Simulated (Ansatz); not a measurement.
# HfB (Fm-3m) in Ansatz: notebook

One crystal, HfB, is run at these levels: PBE; tasks: single point, equation of state.

Everything below comes from runs of Ansatz 0.2.0. Logs are shortened: lines on timing, memory, paths and dates and some standing lists are left out, and cuts for length are marked.

### 1 Starting point

It takes space group Fm-3m (No. 225, cubic). Conventional cell: a = 4.620 Å, b = 4.620 Å, c = 4.620 Å, α = 90.00°, β = 90.00°, γ = 90.00°. Hf (site symmetry m-3m) is surrounded by 6 B at 2.31 Å. B (site symmetry m-3m) is surrounded by 6 Hf at 2.31 Å.

### 2 Single point, PBE, 11.59 Å³/atom (volume scaled by 0.94)

File input.yaml:

```yaml
crystal:
  lattice:
    - [0.0, 2.2628439111, 2.2628439111]
    - [2.2628439111, 0.0, 2.2628439111]
    - [2.2628439111, 2.2628439111, 0.0]
  atoms:
    - { symbol: Hf, position: [0.5, 0.5, 0.5] }
    - { symbol: B, position: [0.0, 0.0, 0.0] }
hamiltonian:
  xc: pbe
  pseudopotentials: { kind: paw }
kpoints:
  mp_grid: { grid: [10, 10, 10] }
scf:
  occupations: { method: fermi_dirac, width: 0.05 }
output:
  forces: true
  stress: true
  eigenvalues: true
  write_density: true
  write_potential: true
  elf: true
  volumetric_format: npy
```

Potentials or basis: Ansatz PAW.

Command:

```console
ansatz run input.yaml --threads 2 --pin off --max-ram 5632MiB --backend cpu --events-out ev --progress --plain --runs-dir out
```

The log of the run:

```text
Warning: RAYON_NUM_THREADS=2 ignored (pool sized by the plan → 2); use --threads N
Engine: ansatz 0.2.0, x86_64-unknown-linux-gnu
Pseudopotentials: kind: paw
Pseudopotential: Hf, paw, valence charge 26, recommended cutoff 420 eV (normal), Hf.paw.azcp
Pseudopotential: B, paw, valence charge 3, recommended cutoff 420 eV (normal), B.paw.azcp
Functional definition: PBE
  parameter kappa = 0.804
  parameter beta = 0.06672455060314922
  exchange = pbe_x(kappa = kappa, mu = beta*pi^2/3)
  correlation = pbe_c(beta = beta)
Crystal: 2 atoms, lattice volume = 23.174 Å³
Basis set: ecut = 420 eV, 459 PW (Γ), exchange–correlation on 48×48×48 points (8 copies of the dense FFT grid, shifted against one another)
Bands: 19, of which v1, the nominal top of the filled ones, is band 15 counted from 1 (14 counted from 0)
Symmetry: 48 space group operations
Space group: Fm-3m (ITA 225), of the structure as read, at distance tolerance 2.9e-5 Å
k-points: 47 of 1000
Non-local potential: Hf, projectors of the file, l = 0: 3, l = 1: 2, l = 2: 2, l = 3: 3
Non-local potential: B, projectors of the file, l = 0: 2, l = 1: 2, l = 2: 1
PAW form: soft (Blöchl's): semilocal exchange-correlation on the pseudo side does not see the compensation charge
PAW one-centre angular grid: Hf, 590 points (default); XC on 64 Gauss nodes
PAW one-centre angular grid: B, 110 points (default); XC on 64 Gauss nodes
Initial density: superposition of atomic densities (neutral atoms: chi_scale 0, normalization atom), corrected by the library's trained network
Initial wavefunctions: pseudopotential atomic-orbital guess
Functional: x = pbe(κ = 0.804, μ = 0.2195149727645171), c = pbe(β = 0.06672455060314922)
SCF iter   1: F=—  HF=-15877.452732 eV  |F-HF|=—  |Δ(HF+E_count)|=         —  Δρ=4.03e-3  dr2=2.41e-3  ethr=1.77e-3  ⟨swp⟩=5.3  Hψ=3763  notcnv=0
preconditioner: auto → Kerker (q_TF=auto, 2.832 Å⁻¹)  [metal: Δε(μ)=0.106 eV  Ē_g=18.298 eV  σ=0.050 eV  W_gap=0.48  n_scr=14 (ndim 8)  ℏωp=40.1 eV  f_vac=0.000  D(μ)=0.91/eV (n_scr^D=8)]
SCF iter   2: F=—  HF=-15877.452506 eV  |F-HF|=—  |Δ(HF+E_count)|=   2.26e-4  Δρ=2.44e-3  dr2=8.92e-4  ethr=8.32e-6  ⟨swp⟩=1.8  Hψ=1395  notcnv=0
SCF iter   3: F=—  HF=-15877.452462 eV  |F-HF|=—  |Δ(HF+E_count)|=   4.46e-5  Δρ=3.92e-4  dr2=2.64e-5  ethr=3.08e-6  ⟨swp⟩=2.4  Hψ=1253  notcnv=0
SCF iter   4: F=—  HF=-15877.452450 eV  |F-HF|=—  |Δ(HF+E_count)|=   1.12e-5  Δρ=2.24e-4  dr2=1.12e-5  ethr=9.09e-8  ⟨swp⟩=2.1  Hψ=1577  notcnv=0
SCF iter   5: F=—  HF=-15877.452446 eV  |F-HF|=—  |Δ(HF+E_count)|=   4.58e-6  Δρ=7.63e-5  dr2=1.17e-6  ethr=3.86e-8  ⟨swp⟩=2.0  Hψ=1500  notcnv=0
SCF iter   6: F=—  HF=-15877.452445 eV  |F-HF|=—  |Δ(HF+E_count)|=   4.06e-7  Δρ=1.78e-5  dr2=4.61e-8  ethr=3.45e-10  ⟨swp⟩=7.3  Hψ=6438  notcnv=0
SCF iter   7: F=-15877.452445 eV  HF=-15877.452445 eV  |F-HF|=5.97e-10  |Δ(HF+E_count)|=   5.83e-8  Δρ=2.34e-6  dr2=5.99e-10  ethr=1.59e-10  ⟨swp⟩=7.6  Hψ=5310  notcnv=0
SCF 1 converged in 7 iterations: F = -15877.452445 eV  dr2 = 5.99e-10
SCF converged after 7 iterations
Free energy (F): -15877.452445 eV
Harris-Foulkes:  -15877.452445 eV  (|F-HF|=5.97e-10)
Internal energy: -15877.444373 eV  (E = F + TS)
E sigma→0 (E₀):  -15877.448409 eV
Entropy (-TS):   -0.008072 eV (-4.036 meV/atom)
Fermi energy:    20.982917 eV
--- Per-component energies (eV) ---
  E_band       = 165.118501
  E_kinetic    = 483.928865
  E_local      = -4846.286782  (includes V_loc(G=0)·N_el)
  E_nonlocal   = -1228.928405
  E_hartree    = 2327.276953
  E_xc         = -336.751604
  E_vxc        = -310.409155  (∫ρ·V_xc dr)
  E_paw        = -7009.872735  (= ΣΔE_a)
  E_vpaw       = 1412.259645  (= ΣTr[D̂ρ^β])
  E_aug_tail   = -0.000003  (compensation charges beyond the density's cutoff)
  E_ewald      = -5266.810663
  E_smearing   = -0.008072  (= −TS)
  E_closure    = -0.000000  (closes the sum)
  Σ components = -15877.452445   (vs F -15877.452445, Δ=0.00e0)
--- Forces (eV/Å), atoms counted from 1 ---
  atom   1  Hf     0.00000000     0.00000000     0.00000000
  atom   2  B     -0.00000000     0.00000000    -0.00000000
  max |Σ_I F_I| component: 2.34e-29 eV/Å
--- Stress (GPa, compression-positive) ---
       48.365951       0.000000       0.000000
       -0.000000      48.365951      -0.000000
       -0.000000      -0.000000      48.365951
  P = ⅓ Tr σ = 48.3660 GPa (483.660 kbar)
--- Band table (eV; the first three rows and the last of 47) ---
  k-point 0: bands = ["-38.6228", "-7.1017", "-7.1017", "-7.1017", "11.2315", "11.3905", "11.3905", "11.3905", "11.3984", "11.5066", "11.5066", "11.5066", "23.2085", "23.2085", "23.2085", "25.2199", "25.2199", "25.2199", "25.4012"]
  k-point 1: bands = ["-38.6170", "-7.1947", "-7.1108", "-7.1108", "11.3777", "11.3979", "11.3979", "11.4036", "11.4992", "11.4992", "11.5069", "11.5538", "22.3041", "22.8747", "22.8747", "24.0281", "24.0281", "25.6822", "27.5406"]
  k-point 2: bands = ["-38.6018", "-7.4307", "-7.1344", "-7.1344", "11.3753", "11.4173", "11.4173", "11.4186", "11.4810", "11.4810", "11.5077", "12.4121", "20.7754", "21.5270", "21.5270", "24.6303", "24.6303", "26.2123", "30.0632"]
  k-point 46: bands = ["-38.5411", "-7.7541", "-7.5990", "-7.4279", "11.4275", "11.4357", "11.4364", "11.4435", "11.4634", "11.4647", "11.4788", "15.1157", "19.6183", "19.8278", "20.0101", "25.8723", "27.7376", "29.4073", "29.5828"]
```

It took 0.88 s on 2 threads of AMD EPYC 7R43 (Zen 3), shared host; peak memory 0.37 GiB.

Results:

```yaml
Free_energy: -15877.4524 eV
Pressure: 48.4 GPa
Band_gap_on_the_k_mesh: none (metal or under the smearing width)
```

### 3 Single point, PBE, 11.83 Å³/atom (volume scaled by 0.96)

Changes to input.yaml since step 2:

```diff
@@ -2,5 +2,5 @@
   lattice:
-    - [0.0, 2.2628439111, 2.2628439111]
-    - [2.2628439111, 0.0, 2.2628439111]
-    - [2.2628439111, 2.2628439111, 0.0]
+    - [0.0, 2.2787799567, 2.2787799567]
+    - [2.2787799567, 0.0, 2.2787799567]
+    - [2.2787799567, 2.2787799567, 0.0]
   atoms:
```

Potentials or basis: Ansatz PAW.

Command:

```console
ansatz run input.yaml --threads 2 --pin off --max-ram 5632MiB --backend cpu --events-out ev --progress --plain --runs-dir out
```

Run time: 2 s. Hardware: 2 threads of AMD EPYC 7R43 (Zen 3), shared host; peak memory 0.37 GiB.

It converged, with:

| Quantity | Value |
| --- | --- |
| Free energy | -15877.5906 eV |
| Pressure | 41.5 GPa |
| Band gap on the k mesh | none (metal or under the smearing width) |

### 4 Single point, PBE, 12.08 Å³/atom (volume scaled by 0.98)

File input.yaml:

```yaml
crystal:
  lattice:
    - [0.0, 2.2944961772, 2.2944961772]
    - [2.2944961772, 0.0, 2.2944961772]
    - [2.2944961772, 2.2944961772, 0.0]
  atoms:
    - { symbol: Hf, position: [0.5, 0.5, 0.5] }
    - { symbol: B, position: [0.0, 0.0, 0.0] }
hamiltonian:
  xc: pbe
  pseudopotentials: { kind: paw }
kpoints:
  mp_grid: { grid: [10, 10, 10] }
scf:
  occupations: { method: fermi_dirac, width: 0.05 }
output:
  forces: true
  stress: true
  eigenvalues: true
```

Command:

```console
ansatz run input.yaml --threads 2 --pin off --max-ram 5632MiB --backend cpu --events-out ev --progress --plain --runs-dir out
```

It took 1.5 s on 2 threads of AMD EPYC 7R43 (Zen 3), shared host; peak memory 0.35 GiB.

Results (log left out):

- Free energy: -15877.7087 eV
- Pressure: 35.3 GPa
- Band gap on the k mesh: none (metal or under the smearing width)

### 5 Single point, PBE, 12.33 Å³/atom

Changes to input.yaml since step 4:

```diff
@@ -2,5 +2,5 @@
   lattice:
-    - [0.0, 2.2944961772, 2.2944961772]
-    - [2.2944961772, 0.0, 2.2944961772]
-    - [2.2944961772, 2.2944961772, 0.0]
+    - [0.0, 2.31, 2.31]
+    - [2.31, 0.0, 2.31]
+    - [2.31, 2.31, 0.0]
   atoms:
@@ -19 +19,5 @@
   eigenvalues: true
+  write_density: true
+  write_potential: true
+  elf: true
+  volumetric_format: npy
```

Command:

```console
ansatz run input.yaml --threads 2 --pin off --max-ram 5632MiB --backend cpu --events-out ev --progress --plain --runs-dir out
```

It took 1.8 s on 2 threads of AMD EPYC 7R43 (Zen 3), shared host; peak memory 0.36 GiB.

Results (log left out):

```
Free energy            : -15877.8083 eV
Pressure               : 29.6 GPa
Band gap on the k mesh : none (metal or under the smearing width)
```

### 6 Single point, PBE, 12.57 Å³/atom (volume scaled by 1.02)

Changes to input.yaml since step 5:

```diff
@@ -2,5 +2,5 @@
   lattice:
-    - [0.0, 2.31, 2.31]
-    - [2.31, 0.0, 2.31]
-    - [2.31, 2.31, 0.0]
+    - [0.0, 2.3252984591, 2.3252984591]
+    - [2.3252984591, 0.0, 2.3252984591]
+    - [2.3252984591, 2.3252984591, 0.0]
   atoms:
```

Potentials or basis: Ansatz PAW.

Command:

```console
ansatz run input.yaml --threads 2 --pin off --max-ram 5632MiB --backend cpu --events-out ev --progress --plain --runs-dir out
```

Run time: 1.7 s. Hardware: 2 threads of AMD EPYC 7R43 (Zen 3), shared host; peak memory 0.36 GiB.

It converged, with:

| Item | Value |
| --- | --- |
| Free energy | -15877.8912 eV |
| Pressure | 24.3 GPa |
| Band gap on the k mesh | none (metal or under the smearing width) |

### 7 Single point, PBE, 12.82 Å³/atom (volume scaled by 1.04)

File input.yaml:

```yaml
crystal:
  lattice:
    - [0.0, 2.3403982228, 2.3403982228]
    - [2.3403982228, 0.0, 2.3403982228]
    - [2.3403982228, 2.3403982228, 0.0]
  atoms:
    - { symbol: Hf, position: [0.5, 0.5, 0.5] }
    - { symbol: B, position: [0.0, 0.0, 0.0] }
hamiltonian:
  xc: pbe
  pseudopotentials: { kind: paw }
kpoints:
  mp_grid: { grid: [10, 10, 10] }
scf:
  occupations: { method: fermi_dirac, width: 0.05 }
output:
  forces: true
  stress: true
  eigenvalues: true
```

Command:

```console
ansatz run input.yaml --threads 2 --pin off --max-ram 5632MiB --backend cpu --events-out ev --progress --plain --runs-dir out
```

Run time: 1.2 s. Hardware: 2 threads of AMD EPYC 7R43 (Zen 3), shared host; peak memory 0.36 GiB.

The run converged. Its results:

```
Free energy            : -15877.9586 eV
Pressure               : 19.6 GPa
Band gap on the k mesh : none (metal or under the smearing width)
```

### 8 Single point, PBE, 13.07 Å³/atom (volume scaled by 1.06)

Changes to input.yaml since step 7:

```diff
@@ -2,5 +2,5 @@
   lattice:
-    - [0.0, 2.3403982228, 2.3403982228]
-    - [2.3403982228, 0.0, 2.3403982228]
-    - [2.3403982228, 2.3403982228, 0.0]
+    - [0.0, 2.3553056198, 2.3553056198]
+    - [2.3553056198, 0.0, 2.3553056198]
+    - [2.3553056198, 2.3553056198, 0.0]
   atoms:
@@ -19 +19,5 @@
   eigenvalues: true
+  write_density: true
+  write_potential: true
+  elf: true
+  volumetric_format: npy
```

Command:

```console
ansatz run input.yaml --threads 2 --pin off --max-ram 5632MiB --backend cpu --events-out ev --progress --plain --runs-dir out
```

Wall time 1.7 s (2 threads of AMD EPYC 7R43 (Zen 3), shared host); peak memory 0.37 GiB.

It converged, with:

| Property | Result |
| --- | --- |
| Free energy | -15878.0119 eV |
| Pressure | 15.2 GPa |
| Band gap on the k mesh | none (metal or under the smearing width) |

### 9 Equation of state, PBE

Potentials or basis: Ansatz PAW.

This step only gathers the single runs of the series.

Results:

```yaml
Equilibrium_volume: "14.13 Å³/atom (rough: see the caveat)"
Bulk_modulus: 167 GPa (rough)
```

Energy against volume, from the lowest point:
| volume (Å³/atom) | energy (meV/atom) |
| --- | --- |
| 11.587 | 279.73 |
| 11.833 | 210.65 |
| 12.080 | 151.62 |
| 12.326 | 101.79 |
| 12.573 | 60.38 |
| 12.819 | 26.66 |
| 13.066 | 0.00 |

Caveat: the minimum lies outside the volumes run.
